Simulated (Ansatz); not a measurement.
# C₃H₁₀OSi: a ladder of functionals and wavefunction methods

The task here is to estimate one member of a computed series from the others.

Program: Ansatz 0.2.0, Gaussian basis. Level of theory: functionals in def2-TZVPP, the program's frozen cores in correlated methods. These are calculated values, not measurements.

Plan: PBE-D4, r2SCAN-D4, PBE0-D4, B3LYP-D4, ωB97X-V, ωB97M-V, B2PLYP; CCSD(T)/def2-TZVPP; MP2/def2-QZVPP; extrapolation to the limit.

## Structure used throughout

An earlier PBE0-D4 in a triple-zeta def2 set relaxation fixed the geometry.

SMILES `C[SiH](C)CO`, 15 atoms, charge 0, spin multiplicity 1.

Atoms are counted from 1 here; the program's logs count them from 0.

Bond lengths: C1–Si2 1.876 Å, C1–H6 1.093 Å, C1–H7 1.094 Å, C1–H8 1.093 Å, Si2–C3 1.873 Å, Si2–C4 1.894 Å, Si2–H9 1.491 Å, C3–H10 1.093 Å, C3–H11 1.093 Å, C3–H12 1.093 Å, C4–O5 1.425 Å, C4–H13 1.094 Å, C4–H14 1.101 Å, O5–H15 0.960 Å. Angles: Si2–C1–H6 110.7°, Si2–C1–H7 111.3°, Si2–C1–H8 111.7°, H6–C1–H7 107.7°, H6–C1–H8 107.0°, H7–C1–H8 108.3°, C1–Si2–C3 111.0°, C1–Si2–C4 108.9°, C1–Si2–H9 108.7°, C3–Si2–C4 109.7°, C3–Si2–H9 109.7°, C4–Si2–H9 108.8°, Si2–C3–H10 111.2°, Si2–C3–H11 111.1°, Si2–C3–H12 111.0°, H10–C3–H11 107.9°, H10–C3–H12 107.7°, H11–C3–H12 107.8° and more.

The first run:

in.yaml reads:

```yaml
crystal:
  periodic: [false, false, false]
  atoms:
    - {symbol: C, position_ang: [-1.405371, -0.360582, 0.963817]}
    - {symbol: Si, position_ang: [0.246130, 0.310926, 0.380968]}
    - {symbol: C, position_ang: [1.616194, -0.932421, 0.670920]}
    - {symbol: C, position_ang: [0.129039, 0.713089, -1.466282]}
    - {symbol: O, position_ang: [-0.965920, 1.563047, -1.795320]}
    - {symbol: H, position_ang: [-1.367154, -0.608716, 2.027527]}
    - {symbol: H, position_ang: [-1.679218, -1.269389, 0.420226]}
    - {symbol: H, position_ang: [-2.207295, 0.371456, 0.834362]}
    - {symbol: H, position_ang: [0.541246, 1.567345, 1.128299]}
    - {symbol: H, position_ang: [2.578502, -0.547070, 0.324760]}
    - {symbol: H, position_ang: [1.417505, -1.867616, 0.140551]}
    - {symbol: H, position_ang: [1.714655, -1.164786, 1.734266]}
    - {symbol: H, position_ang: [1.031089, 1.245756, -1.781696]}
    - {symbol: H, position_ang: [0.103497, -0.214703, -2.059359]}
    - {symbol: H, position_ang: [-1.774699, 1.142860, -1.493739]}
basis:
  gaussian: {orbitals: def2-TZVPP}
hamiltonian: {xc: pbe, dispersion: d4}
output: {forces: true, orbitals: {seedname: orbitals}}
```

Started as:

```console
$ ansatz run in.yaml --threads 4 --pin off --events-out ev --progress --plain --max-ram 10444MiB
```

Steps of the session up to this table: PBE-D4 (GGA); r2SCAN-D4 (meta-GGA); PBE0-D4 (hybrid); B3LYP-D4 (hybrid); ωB97X-V (range-separated); ωB97M-V (range-separated); B2PLYP (double hybrid); CCSD(T) in def2-TZVPP; MP2 in def2-QZVPP.

One of the session's tables, all rows but one given; the rest of the session is left out.

```
            method  atomisation energy (eV)
            PBE-D4                   58.250
         r2SCAN-D4                   57.650
           PBE0-D4                   57.572
          B3LYP-D4                        ?
           ωB97X-V                   57.697
           ωB97M-V                   57.730
            B2PLYP                   56.933
     HF/def2-TZVPP                   42.942
    MP2/def2-TZVPP                   56.710
   CCSD/def2-TZVPP                   55.616
CCSD(T)/def2-TZVPP                   56.276
           MP2/CBS                   58.053
       CCSD(T)/CBS                   57.619
```

Estimate the missing values for B3LYP-D4.

The run gave: atomisation energy (eV): 57.557. In the column «atomisation energy (eV)» it lies between B2PLYP (56.933) and PBE0-D4 (57.572).

Among the levels timed on like hardware and quicker than the yardstick, those that no quicker one beats, quickest first: PBE-D4 (3.5 s, +0.631 eV); PBE0-D4 (4.1 s, -0.046 eV); r2SCAN-D4 (6.5 s, +0.031 eV).

B2PLYP carry no dispersion term (for B3LYP, D4 adds 0.468 eV).
